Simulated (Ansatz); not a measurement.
This was printed by a script on the Python package of Ansatz (0.2.0), for a comparison of functionals at one structure of CuTe, space group Pmmn. What did the script look like? Level of theory (first run): BLYP, PAW, the default cutoff (420 eV here), 7×5×3 k-points, Fermi-Dirac smearing of 0.1 eV. The script varies functional: blyp, r2scan, lda.

```xyz
4
Lattice="3.1550 0.0000 0.0000 0.0000 4.0920 0.0000 0.0000 0.0000 6.9560" Properties=species:S:1:pos:R:3 pbc="T T T"
Cu    0.0000    2.0460    3.1490
Cu    1.5775    0.0000    3.8070
Te    0.0000    0.0000    1.5394
Te    1.5775    2.0460    5.4166
```

```console
$ python cute.py
DeckWarning: basis.ecutwfc = 420 eV, auto-derived from the records' recommended cutoffs: set by Cu (normal level)
DeckWarning: basis.ecutwfc = 500 eV, auto-derived from the records' recommended cutoffs: set by Cu (their level for a meta-GGA)
functional,F/atom (eV),iterations,P (GPa),k-points
blyp,-6815.68014,8,6.17524,24
r2scan,-6813.10645,8,-0.52042,24
lda,-6691.47383,7,-5.1343,24
```
(Warnings from the package without file and line.)

One script that gives this output:

`cute.py`
```python
# -*- coding: utf-8 -*-
"""One structure of CuTe under several functionals."""

from dataclasses import dataclass
import csv

import ansatz as az
from pymatgen.core import Lattice, Structure
from pymatgen.io.ase import AseAtomsAdaptor


@dataclass(frozen=True)
class Settings:
    mesh: tuple[int, ...] = (7, 5, 3)
    smearing: str = "fermi_dirac"
    smearing_width: float = 0.1


settings = Settings()


def main():
    pmg_structure = Structure(
        Lattice([(3.155, 0.0, 0.0), (0.0, 4.092, 0.0), (0.0, 0.0, 6.956)]),
        ["Cu", "Cu", "Te", "Te"],
        [
            (0.0, 0.5, 0.4527),
            (0.5, 0.0, 0.5473),
            (0.0, 0.0, 0.2213),
            (0.5, 0.5, 0.7787),
        ],
    )
    crystal = az.Crystal.from_ase(AseAtomsAdaptor.get_atoms(pmg_structure))

    calculation = (
        crystal.calculation()
        .kpoints(mesh=settings.mesh)
        .occupations(settings.smearing, width=settings.smearing_width)
        .stress()
    )

    rows = []
    for value in ["blyp", "r2scan", "lda"]:
        rep = calculation.functional(value).run().report
        rows.append((value, rep["free_energy_ev"] / len(rep["lattice"]["sites"]), rep["n_iterations"], sum(rep["stress_gpa"][i][i] for i in range(3)) / 3, rep["n_kpoints"]))

    with open("xc.csv", "w", newline="") as handle:
        writer = csv.writer(handle)
        writer.writerow(["functional", "F/atom (eV)", "iterations", "P (GPa)", "k-points"])
        writer.writerows([round(v, 5) if isinstance(v, float) else v for v in row] for row in rows)
    print(open("xc.csv").read())


if __name__ == "__main__":
    main()
```

From lowest to highest: LDA (-5.1 GPa), r2SCAN (-0.5 GPa) and BLYP (6.2 GPa). At a fixed cell a lower pressure usually means a smaller equilibrium volume, so LDA prefers the smallest cell and BLYP the largest.

BLYP can be off by several per cent in the lattices of metals, and by several GPa in the pressure at a fixed cell. The mesh is modest for a metal, so energies can be off by several to tens of meV an atom and pressures by half a GPa or more; differences at equal mesh fare better. Pressure is positive in compression. The starting cell is as deposited in a crystallographic database; the results hold for this polymorph, which needn't be the stable one. Total energies of different functionals can't be compared; pressures, moments and gaps at this one structure can. Finished in 26 s on 1 thread of Arm Neoverse V1, on a shared host, peak memory 0.7 GiB.
